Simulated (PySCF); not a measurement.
BNH4, in a box:

```
B N H
1.0
    11.00000    0.00000    0.00000
     0.00000   12.00000    0.00000
     0.00000    0.00000   11.00000
B N H
1 1 4
Direct
  0.49316 0.44738 0.50448
  0.51810 0.56046 0.50779
  0.52535 0.39001 0.58749
  0.44009 0.40995 0.41870
  0.49376 0.61349 0.44128
  0.56227 0.59746 0.57692
```

Base run:

- Program: PySCF 2.14.0
- Functional: AM05
- Potentials or basis: pob-tzvp-rev2 (all-electron)
- k mesh: 1 × 1 × 1
- Occupations: fixed
- Spin: no spin polarisation

Its results: gap between the frontier levels 7.28 eV.

Problem. The run is repeated on the same cell with these changes: functional from AM05 to SOGGA11. What comes out?

Solution. Gap between the frontier levels 7.41 eV.

Caveats: this is a molecule in a periodic box at the Γ point, so its band gap is the HOMO-LUMO gap; the basis of atomic orbitals isn't converged, which shifts pressures, moduli and gaps.

